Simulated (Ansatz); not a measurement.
Hf2Pd2Se2Br2O3:

```
Hf Pd Se Br O
1.0
     7.58666   -1.70971   -1.17576
     7.58666    1.70971   -1.17576
    -2.02446    0.00000   13.05155
Hf Pd Se Br O
2 2 2 2 3
Direct
  0.94514 0.94514 0.06144
  0.60628 0.60628 0.28309
  0.17920 0.17920 0.50964
  0.32286 0.32286 0.74307
  0.92232 0.92232 0.84566
  0.78991 0.78991 0.58800
  0.58645 0.58645 0.04520
  0.24604 0.24604 0.28651
  0.59701 0.59701 0.42127
  0.38554 0.38554 0.07302
  0.03094 0.03094 0.22169
```

The cell was built by a generator and needn't be a form met in nature.

Base run:

- Program: Ansatz 0.2.0
- Functional: PBE
- Potentials or basis: Ansatz PAW
- Cutoff: 420 eV (not typed: the program's choice for these potentials)
- k mesh: 8 × 8 × 2
- Occupations: fermi-dirac, width 0.05 eV
- Spin: no spin polarisation
- Hubbard terms: Hf d U = 8 eV, Pd d U = 8 eV

Its results: band gap on the k mesh 1.29 eV, indirect (least direct gap 1.33 eV); pressure 3.0 GPa; largest force 0.760 eV/Å.

Problem. The run is repeated on the same cell with these changes: hubbard terms from Hf d U = 8 eV, Pd d U = 8 eV to none; hubbard projectors from ortho-atomic (the default) to none. What comes out?

Solution. Band gap on the k mesh 0.84 eV, indirect (least direct gap 0.88 eV); pressure 0.0 GPa; largest force 0.006 eV/Å.

The U term pushes filled and empty states of the shell apart.

Caveats: spin-orbit coupling is left out, which moves the levels of the heavy elements.

A k mesh can miss the band edges.
